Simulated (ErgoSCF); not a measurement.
# C3H5Br (allyl bromide): SVWN5/6-31G(d) (spherical functions)

What is the energy change on altering one bond length of C3H5Br (allyl bromide) at SVWN5/6-31G* (spherical functions)? 

The results are computed with ErgoSCF 3.8.

12 further runs of the same task are left out: 4 that didn't finish, 8 set aside as unsound or not needed.

**1. The molecule**

C3H5Br: 9 atoms, total charge 0, spin state singlet. As SMILES, `C=CCBr`. The shape is that of a GFN2-xTB optimisation. This is one conformer, not always the lowest.

Bond lengths: C1–C2 1.318 Å, C2–C3 1.491 Å, C3–Br4 1.951 Å, C1–H5 1.078 Å, C1–H6 1.076 Å, C2–H7 1.084 Å, C3–H8 1.092 Å, C3–H9 1.092 Å. Some angles: C1–C2–C3 127.1°, C2–C3–Br4 114.5°, C1–C2–H7 120.8°, C3–C2–H7 112.1°, C2–C1–H5 122.2°, C2–C1–H6 121.4°, C2–C3–H8 110.7°, C2–C3–H9 110.6°, Br4–C3–H8 105.9°, Br4–C3–H9 106.1°.

**2. A single-point energy at SVWN5/6-31G(d) (spherical functions)**

The input, molecule.xyz:

```xyz
9
C3H5Br
C     -0.594420     1.256080    -0.127750
C      0.409200     0.407590    -0.221360
C      0.400370    -1.040100     0.135340
Br    -1.311880    -1.701270     0.795860
H     -1.565290     0.960360     0.234170
H     -0.484450     2.287300    -0.413690
H      1.376270     0.730370    -0.589710
H      0.641810    -1.653170    -0.735490
H      1.128390    -1.247150     0.922620
```

The input, job.ego:

```
# single point, C3H5Br
set_nthreads("env")
molecule "molecule.xyz"
XC.angint = 41
tmpdir = "."
XC.radint = 1e-11
scf.max_number_of_iterations = 120
scf.use_diagonalization = 1
XC.sparse_mode = 0
scf.output_mulliken_pop = 1
basis = "6-31G*"
run "SVWN5"
```

The basis set 6-31G* is read from a file made from the Basis Set Exchange's data (not shown).

Run with:

```
ergo job.ego
```

Output:

```text
[...]
INSC SCF_general constructor, number of basis functions: 84
[...]
INSC Energy   1 =      -1387.64435725236
[...]
INDE E_LUMO =         -0.03639919463
[...]
INSC Energy  21 =      -2686.47930818581  ( diff     -0.000000000000909 )
[...]
RESC CONVERGED after  21 iterations.
RESC FINAL ENERGY:      -2686.47930818581
[...]
INSC SCF: dipole_moment_x [atomic units] =       0.70171538
INSC SCF: dipole_moment_y [atomic units] =       0.27800426
INSC SCF: dipole_moment_z [atomic units] =      -0.27326610
[...]
```

Wall time 58 s (1 thread of Arm Neoverse N1, shared host); peak memory 0.26 GiB.

**3. The distorted shape, same level**

The input, input.ego:

```
set_nthreads(1)
molecule_inline Angstrom
C  -1.468024 1.504534 -1.072464
C  -0.464404 0.656044 -1.166074
C  -0.473234 -0.791646 -0.809374
Br -2.185484 -1.452816 -0.148854
H  -2.438894 1.208814 -0.710544
H  -1.358054 2.535754 -1.358404
H  0.502666 0.978824 -1.534424
H  -0.231794 -1.404716 -1.680204
H  1.128390 -1.247150 0.922620
EOF
scf.output_mulliken_pop = 1
XC.radint = 1e-11
scf.max_number_of_iterations = 120
scf.use_diagonalization = 1
XC.angint = 41
XC.sparse_mode = 0
basis = "6-31G*"
tmpdir = "."
run "SVWN5"
```

The basis set 6-31G* is read from a file made from the Basis Set Exchange's data (not shown).

Run with:

```
ergo input.ego
```

Output:

```text
[...]
INSC SCF_general constructor, number of basis functions: 84
[...]
INSC Energy   1 =      -1387.23096156247
[...]
INDE E_LUMO =         -0.14646662572
[...]
INSC Energy  43 =      -2686.32353440139  ( diff     -0.000000000002728 )
[...]
RESC CONVERGED after  43 iterations.
RESC FINAL ENERGY:      -2686.32353440139
[...]
INSC SCF: dipole_moment_x [atomic units] =       0.08442091
INSC SCF: dipole_moment_y [atomic units] =       0.52658262
INSC SCF: dipole_moment_z [atomic units] =      -0.60844300
[...]
```

Run time: 1.9 min. Hardware: 1 thread of Arm Neoverse N1, shared host; peak memory 0.26 GiB.

**4. Outcome**

At SVWN5/6-31G* (spherical functions):

```
                                                         quantity           value
                                        first shape: total energy  -2686.47931 Eh
                                       first shape: dipole moment          2.04 D
                                    distorted shape: total energy  -2686.32353 Eh
                                   distorted shape: dipole moment          2.06 D
energy change with the C3–H9 bond stretched from 1.092 to 2.403 Å        4.239 eV
```

**Reading.** One bond (distorted shape) is far stretched, which a spin-restricted single reference describes badly; a broken-symmetry solution may lie lower. With the C3–H9 bond stretched from 1.092 to 2.403 Å the energy rises by 4.24 eV (409 kJ/mol). The first shape isn't relaxed at this level, so the change isn't measured from a minimum. A restricted reference can't describe the breaking bond well at this length. Mulliken charges (first shape) run from -0.45 on C3 to +0.23 on H9; they depend strongly on the basis.
